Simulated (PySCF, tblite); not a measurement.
# C₄H₆BFSi: geometry, infrared bands and NMR shifts

Aim: predict the infrared bands and NMR shifts of C₄H₆BFSi (`C=C([SiH3])C#CBF`).

The runs use tblite 0.8.0 and PySCF 2.14.0, with density-fitted response routines of our own; the level of theory stands in each step. All values are computed, except where a source is named. Atoms count from 0, in the outputs and in this text.

## Step 1: The starting structure

13 atoms, charge 0, multiplicity 1; geometry from: force field or distance geometry start.

Bonds of the start (Å): C0–C1 1.31, C1–Si2 1.83, C1–C3 1.44, C3–C4 1.20, C4–B5 1.53, B5–F6 1.46, C0–H7 1.10, C0–H8 1.09, Si2–H9 1.48, Si2–H10 1.50, Si2–H11 1.47, B5–H12 1.20.

## Step 2: Optimising the geometry with GFN2-xTB

What the job is given:

```
{"job": {"kind": "relax", "xc": "GFN2-xTB", "basis": "xTB"}, "charge": 0, "multiplicity": 1}
C     -1.070500     1.825700     0.015800
C     -0.726200     0.559200    -0.041200
Si    -1.978900    -0.745200    -0.310800
C      0.647900     0.149100     0.124000
C      1.784100    -0.197300     0.284200
B      3.245600    -0.636200     0.440500
F      3.979900    -0.911700    -0.793700
H     -2.140400     2.033400    -0.116300
H     -0.361600     2.630000     0.182700
H     -3.116900    -0.642700     0.627500
H     -2.512500    -0.742100    -1.708800
H     -1.386000    -2.073100    -0.122700
H      3.631100    -1.248600     1.401000
```

The run is started by

```bash
OMP_NUM_THREADS=1 python probes_run.py task.json out
```

One launch serves the whole session: the jobs run in the order shown.

**Question.** This job is followed by: GFN2-xTB harmonic vibrations, gas phase; GIAO PBE0/pcSseg-1 NMR shielding, non-relativistic, gas phase. What will the session give for the following? strongest single infrared mode (GFN2-xTB); zero-point energy (GFN2-xTB); 13C shifts against TMS (PBE0/pcSseg-1); 1H shifts against TMS (PBE0/pcSseg-1, means over atoms taken as alike); 29Si shifts against TMS (PBE0/pcSseg-1); 11B shifts against BF3·OEt2 (PBE0/pcSseg-1); 19F shifts against CFCl3 (PBE0/pcSseg-1).

**Answer**, as computed:

```
                                                              quantity                           value
                             strongest single infrared mode (GFN2-xTB)            783 cm⁻¹, 479 km/mol
                                          zero-point energy (GFN2-xTB)                   49.8 kcal/mol
                                13C shifts against TMS (PBE0/pcSseg-1)  147.5, 130.1, 120.4, 110.5 ppm
1H shifts against TMS (PBE0/pcSseg-1, means over atoms taken as alike)      6.55, 6.30, 5.07, 4.31 ppm
                               29Si shifts against TMS (PBE0/pcSseg-1)                       -61.9 ppm
                           11B shifts against BF3·OEt2 (PBE0/pcSseg-1)                        38.7 ppm
                              19F shifts against CFCl3 (PBE0/pcSseg-1)                       -13.7 ppm
```

What this shows: The optimisation took 137 steps and gained 0.639 eV; among the close pairs (by a distance rule), B5–F6 changed most, from 1.462 to 1.322 Å. No mode is imaginary among the 33: a minimum at this level. The strongest single mode, at 783 cm⁻¹, has its largest shares on H11, H10 and H9 (the list is cut at 3 atoms). GFN2-xTB is a fitted tight-binding method: band positions and strengths are rough. Its intensities can rank the bands wrongly. The most deshielded carbon is C0 (terminal =CH2 carbon), at 147.5 ppm: as expected for a trigonal carbon in a double bond. At PBE0/pcSseg-1: Shielding is most anisotropic at F6 (span 529 ppm, paramagnetic term -283 ppm).
